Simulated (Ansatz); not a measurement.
# C7H8O2S: the cost of one run

Computed with Ansatz 0.2.0 (the levels named in each step, unless a step's input says otherwise).

### Step 1. The starting structure

Bond lengths (14 of 18 bonds, heavy atoms first): C1–O2 1.422 Å, O2–C3 1.337 Å, C3–O4 1.201 Å, C3–C5 1.516 Å, C5–C6 1.501 Å, C6–C7 1.419 Å, C7–C8 1.355 Å, C8–S9 1.720 Å, C6–C10 1.361 Å, S9–C10 1.717 Å, C1–H11 1.092 Å, C1–H12 1.087 Å, C1–H13 1.092 Å, C5–H14 1.090 Å. Angles (14 of 29 angles, heavy atoms first): C1–O2–C3 116.3°, O2–C3–O4 123.9°, O2–C3–C5 111.0°, O4–C3–C5 125.1°, C3–C5–C6 107.0°, C5–C6–C7 123.9°, C5–C6–C10 124.2°, C7–C6–C10 111.9°, C6–C7–C8 112.7°, C7–C8–S9 112.0°, C8–S9–C10 91.0°, C6–C10–S9 112.3°, O2–C1–H11 110.3°, O2–C1–H12 106.3°.

Coordinates:

```xyz
18

C     3.4496    0.6247    0.6700
O     2.3127   -0.1956    0.9059
C     1.7335   -0.7290   -0.1744
O     2.1261   -0.5612   -1.2971
C     0.4973   -1.5198    0.2075
C    -0.6664   -0.5729    0.1467
C    -1.2134    0.0818    1.2811
C    -2.2353    0.9135    0.9631
S    -2.5510    0.9297   -0.7275
C    -1.2901   -0.2020   -1.0046
H     3.2132    1.3977   -0.0638
H     3.7094    1.0696    1.6271
H     4.2777    0.0222    0.2906
H     0.3684   -2.3300   -0.5098
H     0.6122   -1.9123    1.2166
H    -0.8557   -0.0731    2.2832
H    -2.8310    1.5202    1.6153
H    -1.0776   -0.5293   -2.0024
```

### Step 2. A rough first relaxation, PBE-D4/def2-SVP

Input file input.yaml:

```yaml
crystal:
  periodic: [false, false, false]
  atoms:
    - { symbol: C, position_ang: [3.4496, 0.62469, 0.67002] }
    - { symbol: O, position_ang: [2.3127, -0.19556, 0.90592] }
    - { symbol: C, position_ang: [1.73348, -0.729, -0.17445] }
    - { symbol: O, position_ang: [2.12612, -0.56124, -1.29711] }
    - { symbol: C, position_ang: [0.49725, -1.51978, 0.20752] }
    - { symbol: C, position_ang: [-0.66641, -0.57291, 0.14665] }
    - { symbol: C, position_ang: [-1.21336, 0.08183, 1.2811] }
    - { symbol: C, position_ang: [-2.23529, 0.91347, 0.96307] }
    - { symbol: S, position_ang: [-2.55101, 0.92967, -0.72751] }
    - { symbol: C, position_ang: [-1.29014, -0.20202, -1.00461] }
    - { symbol: H, position_ang: [3.21319, 1.39767, -0.0638] }
    - { symbol: H, position_ang: [3.70939, 1.06963, 1.6271] }
    - { symbol: H, position_ang: [4.27768, 0.02217, 0.29062] }
    - { symbol: H, position_ang: [0.36838, -2.33003, -0.50979] }
    - { symbol: H, position_ang: [0.61216, -1.91225, 1.21657] }
    - { symbol: H, position_ang: [-0.8557, -0.07312, 2.28315] }
    - { symbol: H, position_ang: [-2.83105, 1.52023, 1.61532] }
    - { symbol: H, position_ang: [-1.07758, -0.52932, -2.00242] }
basis:
  gaussian: { orbitals: def2-SVP }
hamiltonian:
  xc: pbe
  dispersion: d4
relax:
  f_tol: 0.03
  max_steps: 200
```

Command:

```console
$ ansatz run input.yaml --threads 8 --pin off --max-ram 22528MiB --backend cpu --events-out ev --progress --plain --runs-dir out
```

**Question.** How long does this run take on 8 threads of Intel Xeon at 2.50GHz (Skylake/Cascade Lake), shared host, and how much memory does it need?

About 64 s, with a peak of 0.32 GiB.
